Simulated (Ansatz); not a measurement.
# SiGeNH (triplet): from Hartree-Fock to the top rungs, cc-pVDZ

An exercise on one series of results from a longer session: the logs are not shown, and one member is left open.

Program: Ansatz 0.2.0, Gaussian basis. Level of theory: cc-pVDZ, core rule «outside noble gas», up to 20 orbitals frozen. These are calculated values, not measurements.

To be run: UHF; CCSD(T) on ROHF; CCSD(T) on UHF; BCCD(T) on ROHF; CISD as a restricted active space (open shells left free, so some higher excitations enter); CCSDT(Q) on ROHF; CCSDT(Q) on UHF.

34 further runs of the same task are left out: 1 for a known fault of the program, 14 that didn't finish, 19 set aside as unsound or not needed. Runs told in other sessions of the task aren't counted.

### The system

The geometry is a PBE0/def2-TZVP stationary point (not a proven minimum). No spin-orbit coupling is included. The filled d shell of Ge may be among the frozen orbitals whatever the setting's name suggests.

4 atoms, charge 0, spin multiplicity 3.

Atoms are counted from 1 here; the program's logs count them from 0.

Bond lengths: Ge1–N3 1.711 Å, Si2–N3 1.641 Å, Si2–H4 1.501 Å. Angles: N3–Si2–H4 119.0°, Ge1–N3–Si2 173.2°.

The first run:

Contents of in.yaml:

```yaml
crystal:
  periodic: [false, false, false]
  atoms:
    - {symbol: Ge, position_ang: [-0.000006, 0.261120, 2.312170]}
    - {symbol: Si, position_ang: [-0.000010, 0.377396, -1.032021]}
    - {symbol: N, position_ang: [0.000040, 0.221404, 0.601446]}
    - {symbol: H, position_ang: [-0.000024, -0.859920, -1.881595]}
basis:
  gaussian: {orbitals: cc-pVDZ}
magnetization: {spin_polarized: true, initial_magnetization: 2}
hamiltonian: {xc: hf}
output: {orbitals: {seedname: orbitals}}
```

Launch:

```console
$ ansatz run in.yaml --threads 1 --pin off --events-out ev --progress --plain --max-ram 2393MiB
```

Among the steps run: UHF; CCSD(T) on ROHF; CCSD(T) on UHF; BCCD(T) on ROHF; CISD as a restricted active space (open shells left free, so some higher excitations enter); CCSDT(Q) on ROHF; CCSDT(Q) on UHF.

One of the session's tables, all rows but one given; the rest of the session is left out.

```
   method  from RCCSDT(Q) (meV)
     ROHF               +9754.2
      UHF               +9367.7
     RMP2               +1117.8
     UMP2               +1514.1
    RCCSD                +547.9
    UCCSD                +511.5
 RCCSD(T)                 +82.6
 UCCSD(T)                 +97.4
  BCCD(T)                 +79.6
   RCCSDT                 +48.6
   UCCSDT                 +41.7
RCCSDT(Q)                     0
UCCSDT(Q)                     ?
```

Estimate the missing values for UCCSDT(Q).

The run gave: from RCCSDT(Q) (meV): -16.8. In the column «from RCCSDT(Q) (meV)» it is the lowest.

Not comparable, so not listed: CISD as a restricted active space (open shells left free, so some higher excitations enter) (they don't share determinant, frozen orbitals or solution with the rows shown, or repeat one).

Limits of these values: Restricted and unrestricted rows rest on different reference determinants; a gap between their highest levels can come from leftover correlation error, from unlike frozen cores or from another state.
